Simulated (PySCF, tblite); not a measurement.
**C3H8BNO: geometry, infrared bands and NMR shifts**

What infrared bands and NMR shifts should C3H8BNO (`C=C1C[NH2+][BH2-]O1`) show?

Computed with tblite 0.8.0 and PySCF 2.14.0, with density-fitted response routines of our own, on a single molecule in the gas phase. Atoms are numbered from 0 throughout.

### Step 1. The starting structure

14 atoms, charge 0, multiplicity 1; geometry from: force field or distance geometry start.

Bonds of the start (Å): C0–C1 1.33, C1–C2 1.49, C2–N3 1.48, N3–B4 1.52, B4–O5 1.49, O5–C1 1.41, C0–H6 1.06, C0–H7 1.08, C2–H8 1.08, C2–H9 1.11, N3–H10 1.04, N3–H11 1.05, B4–H12 1.19, B4–H13 1.18.

### Step 2. Relaxing the molecule with GFN2-xTB

What the job is given:

```
{"job": {"kind": "relax", "xc": "GFN2-xTB", "basis": "xTB"}, "charge": 0, "multiplicity": 1}
C      2.150000     0.558400    -0.156500
C      0.855100     0.428200     0.135000
C      0.135200    -0.786300     0.621900
N     -0.985500    -0.749400    -0.346200
B     -1.422200     0.697900    -0.192100
O     -0.141900     1.417600     0.080900
H      2.843400    -0.246500    -0.086600
H      2.528700     1.518300    -0.484600
H      0.689100    -1.717200     0.563900
H     -0.233800    -0.597800     1.655700
H     -1.739600    -1.429300    -0.110400
H     -0.547100    -0.972700    -1.269500
H     -1.965700     1.118700    -1.160900
H     -2.166400     0.759700     0.727200
```

Started as:

```sh
OMP_NUM_THREADS=1 python probes_run.py task.json out
```

This one command runs all jobs of the session in turn.

What it wrote:

```text
step      E/eV     max force
  0    -509.27083    2.688
  1    -509.52353    0.768
  2    -509.57638    0.639
  3    -509.62030    0.546
  4    -509.63898    0.441
  5    -509.65117    0.338
  6    -509.66474    0.308
  7    -509.67977    0.371
  8    -509.69084    0.380
  9    -509.70098    0.295
 10    -509.70794    0.235
 11    -509.71456    0.270
 12    -509.72252    0.344
 13    -509.73226    0.344
 14    -509.74193    0.269
 15    -509.75052    0.301
 16    -509.75882    0.268
 17    -509.76751    0.285
 18    -509.77730    0.274
 19    -509.78798    0.322
 20    -509.79810    0.272
 21    -509.80667    0.205
 22    -509.81388    0.229
 23    -509.81947    0.199
 24    -509.82311    0.146
 25    -509.82591    0.145
 26    -509.82923    0.155
 27    -509.83322    0.160
 28    -509.83679    0.124
 29    -509.83921    0.104
 30    -509.84085    0.127
 31    -509.84260    0.124
 32    -509.84401    0.084
 33    -509.84490    0.049
 34    -509.84508    0.047
 35    -509.84540    0.042
 36    -509.84554    0.044
 37    -509.84567    0.031
 38    -509.84574    0.018
 39    -509.84579    0.015
 40    -509.84582    0.017
 41    -509.84584    0.014
 42    -509.84586    0.010
 43    -509.84588    0.010
 44    -509.84590    0.011
 45    -509.84592    0.015
 46    -509.84594    0.011
 47    -509.84595    0.008
```

It took 0.16 s on 1 thread of Arm Neoverse V2, shared host.

Step by step: (not every step is listed)

| step | energy from step 0 (eV) | largest force (eV/Å) |
| --- | --- | --- |
| 0 | 0.0000 | 2.6882 |
| 1 | -0.2527 | 0.7676 |
| 2 | -0.3055 | 0.6390 |
| 3 | -0.3495 | 0.5462 |
| 4 | -0.3682 | 0.4411 |
| 5 | -0.3803 | 0.3375 |
| 6 | -0.3939 | 0.3075 |
| 7 | -0.4089 | 0.3712 |
| 8 | -0.4200 | 0.3803 |
| 11 | -0.4437 | 0.2698 |
| 14 | -0.4711 | 0.2691 |
| 17 | -0.4967 | 0.2849 |
| 20 | -0.5273 | 0.2724 |
| 23 | -0.5486 | 0.1986 |
| 26 | -0.5584 | 0.1548 |
| 29 | -0.5684 | 0.1040 |
| 32 | -0.5732 | 0.0839 |
| 35 | -0.5746 | 0.0416 |
| 38 | -0.5749 | 0.0177 |
| 41 | -0.5750 | 0.0137 |
| 42 | -0.5750 | 0.0104 |
| 43 | -0.5751 | 0.0102 |
| 44 | -0.5751 | 0.0114 |
| 45 | -0.5751 | 0.0151 |
| 46 | -0.5751 | 0.0114 |
| 47 | -0.5751 | 0.0081 |

Distances of close pairs at the start and the end, largest changes first:

| bond | before (Å) | after (Å) | change (Å) |
| --- | --- | --- | --- |
| N3–B4 | 1.520 | 1.665 | +0.145 |
| C1–O5 | 1.406 | 1.326 | -0.080 |
| C1–C2 | 1.493 | 1.527 | +0.033 |
| N3–H11 | 1.046 | 1.016 | -0.030 |
| N3–H10 | 1.042 | 1.014 | -0.028 |
| B4–O5 | 1.494 | 1.472 | -0.022 |
| C2–H9 | 1.114 | 1.093 | -0.021 |
| C2–N3 | 1.481 | 1.466 | -0.016 |

The next job starts from the end point, and lists it.

### Step 3. Harmonic vibrations with GFN2-xTB

What the job is given:

```
{"job": {"kind": "ir", "xc": "GFN2-xTB", "basis": "xTB"}, "charge": 0, "multiplicity": 1}
C      2.156340     0.667216     0.069812
C      0.846539     0.445165     0.005142
C      0.197769    -0.872433     0.421955
N     -1.100983    -0.833800    -0.255964
B     -1.432067     0.797671    -0.265638
O     -0.060140     1.301283    -0.444346
H      2.828657    -0.093017     0.419945
H      2.572738     1.614340    -0.213157
H      0.796710    -1.743597     0.149898
H      0.033774    -0.868632     1.502692
H     -1.820832    -1.386359     0.197371
H     -1.004367    -1.130463    -1.223369
H     -2.122011     1.055289    -1.194642
H     -1.892806     1.046864     0.808136
```

What it wrote:

```text
mode    cm-1     km/mol
  1     118.6      0.92
  2     192.3     11.34
  3     355.7      0.29
  4     459.5      5.44
  5     518.6      6.44
  6     564.9     36.48
  7     634.8     38.01
  8     693.4      1.69
  9     702.4      4.57
 10     785.7     42.81
 11     821.2     13.74
 12     856.1     25.49
 13     879.3     37.87
 14     947.9     51.88
 15     956.3     18.00
 16     997.0    129.20
 17    1039.6     52.93
 18    1067.5     76.39
 19    1075.8     36.27
 20    1104.5     97.57
 21    1221.7     11.47
 22    1232.4    173.03
 23    1267.3    166.87
 24    1282.4     14.06
 25    1396.8     23.48
 26    1449.3      0.74
 27    1497.8     55.82
 28    1721.6    242.67
 29    2417.8    246.79
 30    2510.4    232.79
 31    2969.7     21.66
 32    2982.3     29.55
 33    3135.0     14.46
 34    3173.9     34.77
 35    3373.5      5.07
 36    3401.0      3.49
```

Run time: 0.23 s. Hardware: 1 thread of Arm Neoverse V2, shared host.

The strongest bands and the atoms that carry them (share of the mass-weighted mode):

| cm⁻¹ | km/mol | atoms |
| --- | --- | --- |
| 997 | 129.2 | O5 26 %, H6 18 %, C0 15 %, H13 12 % |
| 1068 | 76.4 | H10 37 %, H9 19 % |
| 1104 | 97.6 | N3 40 %, C2 30 % |
| 1232 | 173.0 | H13 44 %, H12 41 % |
| 1267 | 166.9 | C1 53 %, O5 20 %, H7 10 % |
| 1722 | 242.7 | C1 59 %, C0 35 % |
| 2418 | 246.8 | H13 93 % |
| 2510 | 232.8 | H12 93 % |

### Step 4. NMR shieldings: PBE0/pcSseg-1

Settings changed since step 3:

```diff
@@ -1,2 +1,2 @@
-{"job": {"kind": "ir", "xc": "GFN2-xTB", "basis": "xTB"}, "charge": 0, "multiplicity": 1}
+{"job": {"kind": "nmr", "xc": "PBE0", "basis": "pcSseg-1"}, "charge": 0, "multiplicity": 1}
 C      2.156340     0.667216     0.069812
```

Method: GIAO PBE0/pcSseg-1 NMR shielding, non-relativistic, gas phase.

What it wrote:

```text
coarse grid: 11456 points
cycle   1  E = -273.4775553670  dE =  9.016e-01  |g| = 6.709e-01  |ddm| = 3.250e+00
cycle   2  E = -273.3805120115  dE =  9.704e-02  |g| = 1.008e+00  |ddm| = 1.841e+00
cycle   3  E = -273.5736931445  dE = -1.932e-01  |g| = 1.585e-01  |ddm| = 1.268e+00
cycle   4  E = -273.5783286368  dE = -4.635e-03  |g| = 5.821e-02  |ddm| = 1.574e-01
cycle   5  E = -273.5790372995  dE = -7.087e-04  |g| = 2.268e-02  |ddm| = 6.333e-02
cycle   6  E = -273.5791679489  dE = -1.306e-04  |g| = 3.730e-03  |ddm| = 2.419e-02
cycle   7  E = -273.5791711121  dE = -3.163e-06  |g| = 6.793e-04  |ddm| = 4.114e-03
final grid: 110008 points
cycle   8  E = -273.6209917819  dE = -4.279e-05  |g| = 9.617e-03  |ddm| = 2.674e-02
cycle   9  E = -273.6209738264  dE =  1.796e-05  |g| = 1.387e-02  |ddm| = 1.669e-02
cycle  10  E = -273.6210106562  dE = -3.683e-05  |g| = 1.893e-03  |ddm| = 1.081e-02
cycle  11  E = -273.6210114187  dE = -7.624e-07  |g| = 3.209e-04  |ddm| = 2.141e-03
cycle  12  E = -273.6210114355  dE = -1.682e-08  |g| = 1.711e-04  |ddm| = 3.761e-04
cycle  13  E = -273.6210114425  dE = -7.048e-09  |g| = 2.711e-05  |ddm| = 1.490e-04
cycle  14  E = -273.6210114427  dE = -1.755e-10  |g| = 9.040e-06  |ddm| = 2.992e-05
converged SCF energy = -273.6210114427

GIAO shielding tensors (ppm)
atom      isotropic    diamagn.    paramagn.     s11        s22        s33       span
  0 C      105.265     253.690    -148.426     12.463    138.005    165.327    152.864
  1 C       22.617     253.617    -231.000    -81.405     63.327     85.929    167.333
  2 C      138.534     251.918    -113.384    112.433    139.660    163.511     51.078
  3 N      207.640     320.193    -112.552    192.704    204.342    225.876     33.172
  4 B      102.272     186.744     -84.472     89.329    103.170    114.318     24.989
  5 O      176.679     396.023    -219.345     31.570    205.297    293.169    261.598
  6 H       27.839      31.080      -3.241     25.580     25.974     31.964      6.383
  7 H       27.319      29.774      -2.455     24.469     24.993     32.496      8.027
  8 H       28.288      31.120      -2.832     23.988     27.620     33.256      9.267
  9 H       28.043      30.643      -2.601     23.890     27.179     33.059      9.170
 10 H       28.904      30.077      -1.173     22.769     24.331     39.614     16.845
 11 H       28.614      31.321      -2.707     22.574     24.477     38.791     16.217
 12 H       28.204      29.938      -1.734     25.171     27.862     31.581      6.410
 13 H       28.530      30.080      -1.550     25.209     28.162     32.218      7.009
```

It took 14 s on 1 thread of Arm Neoverse V2, shared host; peak memory 0.64 GiB.

The references, computed at this level on geometries of the same kind, shield at (ppm): 1H TMS 31.72, 13C TMS 186.9, 15N NH3 267.7, 17O H2O 336.1, 11B BF3·OEt2 100.1. Their shielding less the atom's gives the shift. The references are single molecules in the gas phase, so shifts against H2O, NH3, PH3, H3PO4 or CFCl3 are not on the usual liquid scales and can be off by tens of ppm. Atoms listed in one row are averaged.

| atoms | environment | σ (ppm) | δ (ppm) | δ scaled to CDCl3 |
| --- | --- | --- | --- | --- |
| C1 | alkene carbon bearing oxygen | 22.6 | 164.3 | 158.4 |
| C0 | β carbon of an enol-ether or enamine type C=C | 105.3 | 81.7 | 77.8 |
| C2 | allylic sp3 CH2 bonded to N | 138.5 | 48.4 | 45.3 |
| H7 | hydrogen on a β carbon of an enol-ether or enamine type C=C | 27.32 | 4.40 | 4.25 |
| H6 | hydrogen on a β carbon of an enol-ether or enamine type C=C | 27.84 | 3.88 | 3.76 |
| H8, H9 | hydrogen on an allylic sp3 CH2 bonded to N | 28.17 | 3.55 | 3.45 |
| H12, H13 | hydrogen on a boron bonded to N, O, in a 5-membered ring | 28.37 | 3.35 | – |
| H10, H11 | hydrogen on a donor nitrogen of a Lewis adduct | 28.76 | 2.96 | – |
| N3 | donor nitrogen of a Lewis adduct | 207.6 | 60.1 | – |
| B4 | boron bonded to N, O, 2 H, in a 5-membered ring | 102.3 | -2.2 | – |
| O5 | oxygen bonded to C, B, in a 5-membered ring | 176.7 | 159.4 | – |

The scaled column applies a straight-line fit of computed shieldings to shifts measured in CDCl3 (root-mean-square error 0.16 ppm for H, 1.9 ppm for C).

The run also stored atomic charges by several schemes (e):

| atoms | Mulliken | IAO | Hirshfeld | ESP fit |
| --- | --- | --- | --- | --- |
| C0 | -0.19 | -0.45 | -0.18 | -0.86 |
| C1 | 0.02 | 0.21 | 0.07 | 0.46 |
| C2 | -0.06 | -0.19 | -0.01 | -0.06 |
| N3 | -0.40 | -0.31 | -0.05 | -0.52 |
| B4 | 0.28 | -0.02 | 0.03 | 0.30 |
| O5 | -0.47 | -0.39 | -0.18 | -0.40 |

Mayer bond orders: C0–C1 1.89, C1–C2 0.98, C2–N3 0.93, N3–B4 0.58, B4–O5 0.84, O5–C1 1.13.

Ring of atoms C1, C2, N3, B4, O5: NICS(0) -5.4, NICS(1) -3.2, NICS(1)zz -4.5 ppm (means of both faces).

### Step 5. Summary of results

```
                                                              quantity                             value
                             strongest single infrared mode (GFN2-xTB)             2418 cm⁻¹, 247 km/mol
                                          zero-point energy (GFN2-xTB)                     71.2 kcal/mol
                                13C shifts against TMS (PBE0/pcSseg-1)             164.3, 81.7, 48.4 ppm
1H shifts against TMS (PBE0/pcSseg-1, means over atoms taken as alike)  4.40, 3.88, 3.55, 3.35, 2.96 ppm
                                15N shifts against NH3 (PBE0/pcSseg-1)                          60.1 ppm
                           11B shifts against BF3·OEt2 (PBE0/pcSseg-1)                          -2.2 ppm
                                17O shifts against H2O (PBE0/pcSseg-1)                         159.4 ppm
```

In words: Relaxing lowered the energy by 0.575 eV in 47 steps; the close pair that moved most is N3–B4, from 1.520 to 1.665 Å. No mode is imaginary among the 36: a minimum at this level. The strongest single mode, at 2418 cm⁻¹, moves mainly H13. Unscaled tight-binding wavenumbers are off by several per cent, some by more. Its intensities can rank the bands wrongly. C1 (alkene carbon bearing oxygen) lies farthest downfield among carbon, at 164.3 ppm; an sp2 carbon further deshielded by the attached heteroatom. At PBE0/pcSseg-1: The widest tensor belongs to O5: span 262 ppm, with a paramagnetic part of -219 ppm.
